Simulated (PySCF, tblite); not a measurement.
# C4H9F3N2Si: geometry, infrared bands and NMR shifts

Wanted: the infrared bands and NMR shifts of C4H9F3N2Si (`N[SiH2]NC/C=C\C(F)(F)F`), by calculation.

The runs use tblite 0.8.0 and PySCF 2.14.0, with density-fitted response routines of our own; the level of theory stands in each step. All values are computed, except where a source is named. Atoms count from 0, in the outputs and in this text.

**1. The molecule as given**

19 atoms, charge 0, multiplicity 1; geometry from: force field or distance geometry start.

Bonds of the start (Å): N0–Si1 1.81, Si1–N2 1.75, N2–C3 1.42, C3–C4 1.49, C4–C5 1.34, C5–C6 1.48, C6–F7 1.39, C6–F8 1.38, C6–F9 1.37, N0–H10 1.04, N0–H11 1.04, Si1–H12 1.47, Si1–H13 1.47, N2–H14 1.04, C3–H15 1.15, C3–H16 1.11, C4–H17 1.10, C5–H18 1.09.

**2. Geometry optimisation with GFN2-xTB**

What the job is given:

```
{"job": {"kind": "relax", "xc": "GFN2-xTB", "basis": "xTB"}, "charge": 0, "multiplicity": 1}
N      3.820500     0.086700    -0.060500
Si     2.177300    -0.468900    -0.561200
N      0.930500     0.736600    -0.314400
C     -0.120500     0.407300     0.588400
C     -0.878600    -0.822800     0.214900
C     -2.193700    -0.764400    -0.023500
C     -2.979000     0.489700     0.087500
F     -4.263100     0.219400    -0.361600
F     -2.987800     0.895100     1.407200
F     -2.527900     1.492600    -0.736300
H      3.850500     1.100700    -0.281700
H      4.022800    -0.109700     0.938500
H      2.265600    -0.719100    -2.003500
H      1.859900    -1.777500     0.040400
H      0.659400     1.302200    -1.139700
H      0.302100     0.162300     1.629700
H     -0.814300     1.256000     0.775900
H     -0.405100    -1.806100     0.092900
H     -2.728000    -1.671000    -0.300500
```

Command:

```bash
OMP_NUM_THREADS=1 python probes_run.py task.json out
```

This one command runs all jobs of the session in turn.

**Question.** This job is followed by: GFN2-xTB harmonic vibrations, gas phase; GIAO PBE0/pcSseg-1 NMR shielding, non-relativistic, gas phase. Predict these results of the whole session: strongest single infrared mode (GFN2-xTB); zero-point energy (GFN2-xTB); 13C shifts against TMS (PBE0/pcSseg-1); 1H shifts against TMS (PBE0/pcSseg-1, means over atoms taken as alike); 15N shifts against NH3 (PBE0/pcSseg-1); 29Si shifts against TMS (PBE0/pcSseg-1); 19F shifts against CFCl3 (PBE0/pcSseg-1, means over atoms taken as alike).

As calculated:

| quantity | value |
| --- | --- |
| strongest single infrared mode (GFN2-xTB) | 2178 cm⁻¹, 428 km/mol |
| zero-point energy (GFN2-xTB) | 82.6 kcal/mol |
| 13C shifts against TMS (PBE0/pcSseg-1) | 154.0, 132.7, 125.1, 41.7 ppm |
| 1H shifts against TMS (PBE0/pcSseg-1, means over atoms taken as alike) | 6.61, 5.83, 5.17, 4.09, 0.19, 0.19 ppm |
| 15N shifts against NH3 (PBE0/pcSseg-1) | 38.2, 12.2 ppm |
| 29Si shifts against TMS (PBE0/pcSseg-1) | -39.3 ppm |
| 19F shifts against CFCl3 (PBE0/pcSseg-1, means over atoms taken as alike) | -70.2 ppm |

What this shows: Relaxing lowered the energy by 0.844 eV in 176 steps; the close pair that moved most is N0–Si1, from 1.805 to 1.724 Å. The lowest mode is slightly imaginary (8i cm⁻¹), a soft motion within the noise of the Hessian, so the minimum is not strictly shown. The strongest single mode, at 2178 cm⁻¹, moves mainly H13. Unscaled tight-binding wavenumbers are off by several per cent, some by more. Its intensities can rank the bands wrongly. At PBE0/pcSseg-1: Shielding is most anisotropic at C4 (span 251 ppm, paramagnetic term -227 ppm).
